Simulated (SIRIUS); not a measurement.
BiTe in SIRIUS: the effect of strain

The system is BiTe.

```
Bi Te
1.0
     0.00000    3.23500    3.23500
     3.10560    0.00000    3.23500
     3.10560    3.23500    0.00000
Bi Te
1 1
Cartesian
  0.0000 0.0000 0.0000
  3.1056 3.2350 3.2350
```

The cell isn't the ideal one: strain = -0.04 (xx).

Alike in all runs:

```yaml
Program: SIRIUS 7.12.0
Task: single point
Functional: PBE
Potentials_or_basis: PseudoDojo 0.4.1 PBE standard (scalar relativistic)
Cutoff: 1102 eV
Density_cutoff: 4408 eV
k_mesh: 4 × 4 × 4
Occupations: fermi-dirac, width 0.05 eV
Spin: no spin polarisation
Strain_kind: xx
Libxc_names: "[\"XC_GGA_X_PBE\", \"XC_GGA_C_PBE\"]"
Energy_tol: 1e-08 Ha
Density_tol: 1e-06
Mixer: anderson
Mixing_beta: 0.7
Max_scf: 100
```

```tsv
strain	pressure (GPa)
-4 % (xx)	3.2
-2 % (xx)	1.8
-1 % (xx)	1.2
+0 % (xx)	0.7
+1 % (xx)	0.3
+2 % (xx)	-0.1
+4 % (xx)	?
```

Task: What does the run with strain +4 % (xx) give?

Result: Pressure -0.9 GPa.

Caveats: all runs use coarse meshes.
